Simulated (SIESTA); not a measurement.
Slab: MoWSe4, a slab with vacuum.

```
W Mo Se
1.0
     3.32323    0.00000    0.00000
    -1.66161    2.87800    0.00000
     0.00000    0.00000   37.84631
W Mo Se
2 2 8
Direct
  0.33333 0.66667 0.65754
  0.33333 0.66667 0.28180
  0.00000 0.00000 0.46966
  0.00000 0.00000 0.09392
  0.00000 0.00000 0.61303
  0.00000 0.00000 0.23729
  0.33333 0.66667 0.51394
  0.33333 0.66667 0.13820
  0.33333 0.66667 0.42538
  0.33333 0.66667 0.04964
  0.00000 0.00000 0.70204
  0.00000 0.00000 0.32631
```

```yaml
Program: SIESTA 5.4.2
Task: single point
Functional: PBEsol
Potentials_or_basis: PseudoDojo 0.4 standard (PBEsol files)
Basis: DZP (energy shift 0.003 Ry; two zetas on semicore shells)
Grid_cutoff: 800 Ry
Energy_shift: 0.003 Ry
k_mesh: 9 × 9 × 1
Occupations: fermi-dirac, width 0.05 eV
Spin: no spin polarisation
```

On this cell: largest force 0.377 eV/Å; band gap on the k mesh 1.23 eV, direct.

The same run follows on a disturbed copy (atoms moved at random, drawn with an rms of 0.05 Å):

```
W Mo Se
1.0
     3.32323    0.00000    0.00000
    -1.66161    2.87800    0.00000
     0.00000    0.00000   37.84631
W Mo Se
2 2 8
Direct
  0.33010 0.65308 0.65719
  0.32320 0.65343 0.28033
  0.99273 0.98923 0.46904
  0.99104 0.99235 0.09354
  0.98478 0.99823 0.61355
  0.00207 0.01343 0.23815
  0.35061 0.68049 0.51558
  0.33791 0.67523 0.13912
  0.33640 0.66527 0.42625
  0.32990 0.67382 0.05011
  0.99797 0.00594 0.70240
  0.00317 0.99298 0.32733
```

Problem. What does the disturbed cell give?

Solution. The energy moves by +28.4 meV/atom; largest force 2.926 eV/Å; band gap on the k mesh 1.08 eV, indirect (least direct gap 1.15 eV).

Forces on the atoms (eV/Å):
```
W   -0.799  0.805  0.845
W    0.220  0.994  2.743
Mo   0.482  0.755  1.848
Mo   0.084  0.747  1.124
Se   0.553 -0.316 -0.931
Se   0.015 -0.856 -1.875
Se  -0.301 -0.480 -0.764
Se  -0.138 -0.354 -0.346
Se  -0.185 -0.280 -1.084
Se   0.053 -0.391 -0.661
Se   0.250 -0.486 -0.031
Se  -0.239 -0.139 -0.880
```

Stress tensor (GPa, compression positive):
```
-0.84  0.24 -0.64
 0.24 -0.63  0.20
-0.64  0.20  0.61
```

Caveats: short orbitals over semicore shells can move pressures by several GPa; spin-orbit coupling is left out, which moves the levels of the heavy elements; the basis of atomic orbitals isn't converged, which shifts pressures, moduli and gaps.

A k mesh can miss the band edges.
